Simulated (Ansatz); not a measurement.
## B2H6OSi, SMILES BO[SiH2]B: harmonic frequencies at the relaxed geometry, step by step

Program: Ansatz 0.2.0, Python API.

Run as a notebook:

In [1]:
```python
from dataclasses import dataclass
import itertools

import ansatz as az
from ase import Atoms
from ase.data import atomic_numbers, covalent_radii
from ase.thermochemistry import IdealGasThermo
import numpy as np
```

In [2]:
```python
@dataclass
class Settings:
    basis: str = 'def2-SVP'
    xc: str = 'pbe'
    vdw: str = 'd3bj'
```

In [3]:
```python
settings = Settings()
```

In [4]:
```python
GEOMETRY = '''
B    -1.59080    1.21260    0.51080
O    -0.67270    0.26750    0.96790
Si    0.24660   -0.13080   -0.42220
B     1.68710   -1.43410    0.09680
H    -2.69620    0.90050    0.08980
H    -1.39150    2.42700    0.56640
H    -0.54630   -0.70560   -1.45770
H     1.00460    1.08220   -0.92670
H     1.63300   -2.48630   -0.38090
H     2.40930   -1.18420    0.95870
'''
```

In [5]:
```python
system = az.Crystal.molecule()
for line in GEOMETRY.strip().splitlines():
    symbol, *xyz = line.split()
    system = system.atom(symbol, [float(v) for v in xyz])
```

In [6]:
```python
job = system.calculation()
job = job.basis(gaussian=settings.basis)
job = job.functional(settings.xc, dispersion=settings.vdw)
symbols = [site.symbol for site in system.cartesian_sites]
start = np.array([site.position_ang for site in system.cartesian_sites], dtype=float)
def progress(event):
    if event['event'] == 'relax_step':
        row = event['data']
        print(f'step {row["step"]:3d}  E = {row["lagrangian_ev"]:.6f} eV  largest force component {row["allowed_force_max_ev_ang"]:.4f} eV/A')
```

In [7]:
```python
report = job.relax(force_tolerance=0.003, max_steps=100).session().plan().execute(on_event=progress).report
end = np.array(report['positions_ang'])
```
```text
step   1  E = -11360.370055 eV  largest force component 1.9394 eV/A
step   2  E = -11360.598405 eV  largest force component 1.3265 eV/A
step   3  E = -11360.763602 eV  largest force component 0.6914 eV/A
step   4  E = -11360.895010 eV  largest force component 0.4983 eV/A
step   5  E = -11361.014572 eV  largest force component 0.5476 eV/A
step   6  E = -11361.112991 eV  largest force component 0.4820 eV/A
step   7  E = -11361.219359 eV  largest force component 0.3422 eV/A
step   8  E = -11361.278578 eV  largest force component 0.2649 eV/A
step   9  E = -11361.247744 eV  largest force component 0.7066 eV/A
step  10  E = -11361.291276 eV  largest force component 0.1812 eV/A
step  11  E = -11361.295515 eV  largest force component 0.0627 eV/A
step  12  E = -11361.293276 eV  largest force component 0.1948 eV/A
step  13  E = -11361.296709 eV  largest force component 0.0170 eV/A
step  14  E = -11361.296653 eV  largest force component 0.0552 eV/A
step  15  E = -11361.296956 eV  largest force component 0.0190 eV/A
step  16  E = -11361.297116 eV  largest force component 0.0390 eV/A
step  17  E = -11361.297134 eV  largest force component 0.0506 eV/A
step  18  E = -11361.297275 eV  largest force component 0.0273 eV/A
step  19  E = -11361.297301 eV  largest force component 0.0167 eV/A
step  20  E = -11361.297349 eV  largest force component 0.0028 eV/A
step  21  E = -11361.297366 eV  largest force component 0.0050 eV/A
step  22  E = -11361.297369 eV  largest force component 0.0043 eV/A
step  23  E = -11361.297371 eV  largest force component 0.0021 eV/A
```

In [8]:
```python
# pairs closer than 1.2 times the sum of covalent radii, before or after
radius = [covalent_radii[atomic_numbers[s]] for s in symbols]
span = lambda where, i, j: np.linalg.norm(where[i] - where[j])
bonded = [(i, j) for i, j in itertools.combinations(range(len(symbols)), 2) if min(span(start, i, j), span(end, i, j)) < 1.2 * (radius[i] + radius[j])]
print('pair        before    after (A)')
for i, j in bonded:
    print(f'{symbols[i]}{i}-{symbols[j]}{j}'.ljust(10), f'{span(start, i, j):8.4f} {span(end, i, j):8.4f}')
for first, second in list(itertools.combinations(bonded, 2)):
    shared = set(first) & set(second)
    if shared and symbols[(j := shared.pop())] != 'H':
        i, k = sorted((set(first) | set(second)) - {j})
        u, v = end[i] - end[j], end[k] - end[j]
        angle = np.degrees(np.arccos(np.clip(u @ v / np.linalg.norm(u) / np.linalg.norm(v), -1, 1)))
        print(f'final angle {symbols[i]}{i}-{symbols[j]}{j}-{symbols[k]}{k}: {angle:.2f} deg')
```
```text
pair        before    after (A)
B0-O1        1.3947   1.3545
B0-H4        1.2233   1.2262
B0-H5        1.2319   1.2200
O1-Si2       1.7135   1.7111
Si2-B3       2.0107   2.0046
Si2-H6       1.4253   1.5121
Si2-H7       1.5167   1.5074
B3-H8        1.1568   1.2174
B3-H9        1.1519   1.2148
final angle O1-B0-H4: 120.37 deg
final angle O1-B0-H5: 117.68 deg
final angle B0-O1-Si2: 131.30 deg
final angle H4-B0-H5: 121.95 deg
final angle O1-Si2-B3: 112.80 deg
final angle O1-Si2-H6: 109.13 deg
final angle O1-Si2-H7: 106.16 deg
final angle B3-Si2-H6: 110.62 deg
final angle B3-Si2-H7: 109.70 deg
final angle Si2-B3-H8: 118.15 deg
final angle Si2-B3-H9: 123.73 deg
final angle H6-Si2-H7: 108.24 deg
final angle H8-B3-H9: 118.12 deg
```

In [9]:
```python
# frequencies need a stationary point, so they are taken at the relaxed geometry
minimum = az.Crystal.molecule()
for symbol, place in zip(symbols, end):
    minimum = minimum.atom(symbol, place.tolist())
vibrating = minimum.calculation()
vibrating = vibrating.basis(gaussian=settings.basis)
vibrating = vibrating.functional(settings.xc, dispersion=settings.vdw)
vibrating = vibrating.phonons(temperatures=(200, 600, 100))
vib = vibrating.run(threads=1, backend='cpu').report['vibrations']
sums = vib['harmonic_sums']
modes = [m['omega_inv_cm'] for m in sums['modes_at_gamma'] if m['rigid_motion'] == 'no']
for number, w in enumerate(modes, start=1):
    print(f'mode {number:2d} {w:9.1f} 1/cm {w / 8065.544 * 1000:8.2f} meV')
print('imaginary modes:', sum(w < 0 for w in modes), ' zero-point energy:', round(sums['zero_point_energy_ev'], 4), 'eV')
# rigid rotor and ideal gas, symmetry number taken as one
gas = IdealGasThermo(vib_energies=[w / 8065.544 for w in modes if w > 0], geometry='linear' if len(modes) == 3 * len(symbols) - 5 else 'nonlinear',
                     atoms=Atoms(symbols, positions=end), symmetrynumber=1, spin=0.0)
print(f'H(298 K) - E = {gas.get_enthalpy(298.15, verbose=False):.4f} eV')
print(f'S(298 K, 1 bar) = {96485.33 * gas.get_entropy(298.15, 1e5, verbose=False):.1f} J/(mol K) with symmetry number 1')
```
```text
mode  1      58.0 1/cm     7.20 meV
mode  2     155.7 1/cm    19.30 meV
mode  3     168.8 1/cm    20.93 meV
mode  4     210.8 1/cm    26.14 meV
mode  5     305.0 1/cm    37.82 meV
mode  6     365.2 1/cm    45.28 meV
mode  7     553.3 1/cm    68.59 meV
mode  8     638.0 1/cm    79.11 meV
mode  9     709.3 1/cm    87.94 meV
mode 10     719.2 1/cm    89.18 meV
mode 11     844.6 1/cm   104.72 meV
mode 12     869.5 1/cm   107.81 meV
mode 13     888.6 1/cm   110.17 meV
mode 14     983.1 1/cm   121.89 meV
mode 15    1025.7 1/cm   127.16 meV
mode 16    1107.8 1/cm   137.35 meV
mode 17    1179.0 1/cm   146.18 meV
mode 18    1360.1 1/cm   168.63 meV
mode 19    2123.8 1/cm   263.32 meV
mode 20    2149.5 1/cm   266.50 meV
mode 21    2458.6 1/cm   304.83 meV
mode 22    2521.8 1/cm   312.66 meV
mode 23    2562.6 1/cm   317.72 meV
mode 24    2622.8 1/cm   325.18 meV
imaginary modes: 0  zero-point energy: 1.6478 eV
H(298 K) - E = 1.8653 eV
S(298 K, 1 bar) = 336.2 J/(mol K) with symmetry number 1
```

Notes:
- Total energies depend on the basis set; only differences at equal settings carry meaning.
- The frequencies are harmonic and unscaled, in a modest basis. The result belongs to the one conformer reached from this start, and soft torsions count as harmonic oscillators.
- The entropy takes a symmetry number of 1; a symmetric molecule's is lower by R ln(sigma).
- Hardware and time: 2.2 min on 1 thread of Arm Neoverse V2 (shared host), peak memory 0.24 GiB.

(Lines on the test bed's own set-up are left out of the output.)
